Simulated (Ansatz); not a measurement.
**Ti: energy and stress against strain**

Aim: for Ti, see how energy and stress answer to the strain pattern (1, 0, 0, 0, 0, 0).

Program: Ansatz 0.2.0. Level of theory: DFT PBEsol, scalar-relativistic, plane waves, PAW. These are calculated values, not measurements.

## (1) The starting structure

The structure is cubic, space group Im-3m (No. 229). Conventional cell: a = 3.282 Å, b = 3.282 Å, c = 3.282 Å, α = 90.00°, β = 90.00°, γ = 90.00°. Ti (site symmetry m-3m) is surrounded by 8 Ti at 2.84 Å.

As a file:

```
Ti
1.0
    -1.64100    1.64100    1.64100
     1.64100   -1.64100    1.64100
     1.64100    1.64100   -1.64100
Ti
1
Direct
  0.00000 0.00000 0.00000
```

No relaxation comes first: the listed cell is the starting point.

## (2) The reference cell

The reference gives a free energy of -2473.7800 eV, pressure -6.65 GPa, largest force 0.000 eV/Å and gap on the mesh none (metal). It was computed beforehand with the settings of the runs below.

## (3) The scan: energy and stress against strain

The cell is strained by ε times the Voigt pattern (1, 0, 0, 0, 0, 0) (xx, yy, zz, yz, xz, xy; engineering shear), with fractional coordinates fixed (clamped ions). The stress on the pattern is the sum of the stress components weighted by it, tension positive.

## (4) Point ε = -0.0200

File input.yaml:

```yaml
crystal:
  lattice:
    - [-1.60818, 1.641, 1.641]
    - [1.60818, -1.641, 1.641]
    - [1.60818, 1.641, -1.641]
  atoms:
    - { symbol: Ti, position: [0.0, 0.0, 0.0] }
basis:
  ecutwfc: 420
kpoints:
  mp_grid: { grid: [20, 20, 20] }
hamiltonian:
  xc: pbesol
scf:
  occupations: { method: gaussian, width: 0.15 }
output:
  forces: true
  stress: true
  eigenvalues: true
```

Started as:

```sh
ansatz run input.yaml --threads 1 --pin off --max-ram 2560MiB --backend cpu --events-out ev --progress --plain --runs-dir out
```

## (5) At ε = 0.0150

input.yaml, as its differences from that of step 4:

```diff
@@ -2,5 +2,5 @@
   lattice:
-    - [-1.60818, 1.641, 1.641]
-    - [1.60818, -1.641, 1.641]
-    - [1.60818, 1.641, -1.641]
+    - [-1.665615, 1.641, 1.641]
+    - [1.665615, -1.641, 1.641]
+    - [1.665615, 1.641, -1.641]
   atoms:
@@ -19 +19,5 @@
   eigenvalues: true
+  write_density: true
+  write_potential: true
+  elf: true
+  volumetric_format: npy
```

## (6) At ε = -0.0100

File input.yaml:

```yaml
crystal:
  lattice:
    - [-1.62459, 1.641, 1.641]
    - [1.62459, -1.641, 1.641]
    - [1.62459, 1.641, -1.641]
  atoms:
    - { symbol: Ti, position: [0.0, 0.0, 0.0] }
basis:
  ecutwfc: 420
kpoints:
  mp_grid: { grid: [20, 20, 20] }
hamiltonian:
  xc: pbesol
scf:
  occupations: { method: gaussian, width: 0.15 }
output:
  forces: true
  stress: true
  eigenvalues: true
```

## (7) At ε = 0.0050

input.yaml, as its differences from that of step 6:

```diff
@@ -2,5 +2,5 @@
   lattice:
-    - [-1.62459, 1.641, 1.641]
-    - [1.62459, -1.641, 1.641]
-    - [1.62459, 1.641, -1.641]
+    - [-1.649205, 1.641, 1.641]
+    - [1.649205, -1.641, 1.641]
+    - [1.649205, 1.641, -1.641]
   atoms:
```

## (8) ε = 0.0200

input.yaml, as its differences from that of step 7:

```diff
@@ -2,5 +2,5 @@
   lattice:
-    - [-1.649205, 1.641, 1.641]
-    - [1.649205, -1.641, 1.641]
-    - [1.649205, 1.641, -1.641]
+    - [-1.67382, 1.641, 1.641]
+    - [1.67382, -1.641, 1.641]
+    - [1.67382, 1.641, -1.641]
   atoms:
@@ -19 +19,5 @@
   eigenvalues: true
+  write_density: true
+  write_potential: true
+  elf: true
+  volumetric_format: npy
```

## (9) At ε = -0.0150

File input.yaml:

```yaml
crystal:
  lattice:
    - [-1.616385, 1.641, 1.641]
    - [1.616385, -1.641, 1.641]
    - [1.616385, 1.641, -1.641]
  atoms:
    - { symbol: Ti, position: [0.0, 0.0, 0.0] }
basis:
  ecutwfc: 420
kpoints:
  mp_grid: { grid: [20, 20, 20] }
hamiltonian:
  xc: pbesol
scf:
  occupations: { method: gaussian, width: 0.15 }
output:
  forces: true
  stress: true
  eigenvalues: true
```

## (10) Point ε = 0.0100

input.yaml, as its differences from that of step 9:

```diff
@@ -2,5 +2,5 @@
   lattice:
-    - [-1.616385, 1.641, 1.641]
-    - [1.616385, -1.641, 1.641]
-    - [1.616385, 1.641, -1.641]
+    - [-1.65741, 1.641, 1.641]
+    - [1.65741, -1.641, 1.641]
+    - [1.65741, 1.641, -1.641]
   atoms:
@@ -19 +19,5 @@
   eigenvalues: true
+  write_density: true
+  write_potential: true
+  elf: true
+  volumetric_format: npy
```

## (11) At ε = -0.0050

File input.yaml:

```yaml
crystal:
  lattice:
    - [-1.632795, 1.641, 1.641]
    - [1.632795, -1.641, 1.641]
    - [1.632795, 1.641, -1.641]
  atoms:
    - { symbol: Ti, position: [0.0, 0.0, 0.0] }
basis:
  ecutwfc: 420
kpoints:
  mp_grid: { grid: [20, 20, 20] }
hamiltonian:
  xc: pbesol
scf:
  occupations: { method: gaussian, width: 0.15 }
output:
  forces: true
  stress: true
  eigenvalues: true
```

## (12) At ε = 0.0175

input.yaml, as its differences from that of step 11:

```diff
@@ -2,5 +2,5 @@
   lattice:
-    - [-1.632795, 1.641, 1.641]
-    - [1.632795, -1.641, 1.641]
-    - [1.632795, 1.641, -1.641]
+    - [-1.6697175, 1.641, 1.641]
+    - [1.6697175, -1.641, 1.641]
+    - [1.6697175, 1.641, -1.641]
   atoms:
```

(Steps that only read results are left out.)

What does the calculation give? Wanted: slope of the stress at ε = 0, over ±0.0050.

As calculated:

```
                                  quantity   value
slope of the stress at ε = 0, over ±0.0050  72 GPa
```

What this shows: From the stress slope, C11 is about 72 GPa with the ions clamped. The reference stands under -6.7 GPa, so this is no zero-stress constant. The undisturbed cell is not the lowest point: the energy is 13.0 meV/atom lower at ε = -0.0200; the cell was taken as given and not relaxed at this level.
